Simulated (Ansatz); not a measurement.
**TaSi+ (septet): from Hartree-Fock to the top rungs, def2-QZVPP**

An exercise on one series of results from a longer session: the logs are not shown, and one member is left open.

Method: def2-QZVPP, core rule «outside noble gas», up to 9 orbitals frozen; program: Ansatz 0.2.0, Gaussian basis.

The runs, in order: UHF; ROHF; CCSD(T) on UHF.

## The system

The geometry is a PBE0/def2-TZVP stationary point (not a proven minimum). No spin-orbit coupling is included. Elements past krypton take def2 core potentials.

2 atoms, charge 1, spin multiplicity 7.

Atoms are counted from 1 here; the program's logs count them from 0.

Bond lengths: Ta1–Si2 2.443 Å.

Set-up of the first run:

File in.yaml:

```yaml
crystal:
  periodic: [false, false, false]
  atoms:
    - {symbol: Ta, position_ang: [0.000000, 0.000000, 0.000000]}
    - {symbol: Si, position_ang: [0.000000, 0.000000, 2.443400]}
basis:
  gaussian: {orbitals: "def2-QZVPP.json"}
total_charge: 1
magnetization: {spin_polarized: true, initial_magnetization: 6}
hamiltonian: {xc: hf}
output: {orbitals: {seedname: orbitals}}
```

Command:

```
ansatz run in.yaml --threads 1 --pin off --events-out ev --progress --plain --max-ram 4096MiB --backend cpu
```

Steps of the session up to this table: UHF; ROHF; CCSD(T) on UHF.

One table of the session follows, with a row left open; its other results are not shown here.

```
  method  from UCCSD(T) (meV)
    ROHF              +4568.4
     UHF                    ?
    UMP2               +806.5
   UCCSD               +262.4
UCCSD(T)                    0
```

Q: Estimate the row for UHF from the others.

The run gave: from UCCSD(T) (meV): +4409.4. In the column «from UCCSD(T) (meV)» it lies between UMP2 (+806.5) and ROHF (+4568.4).
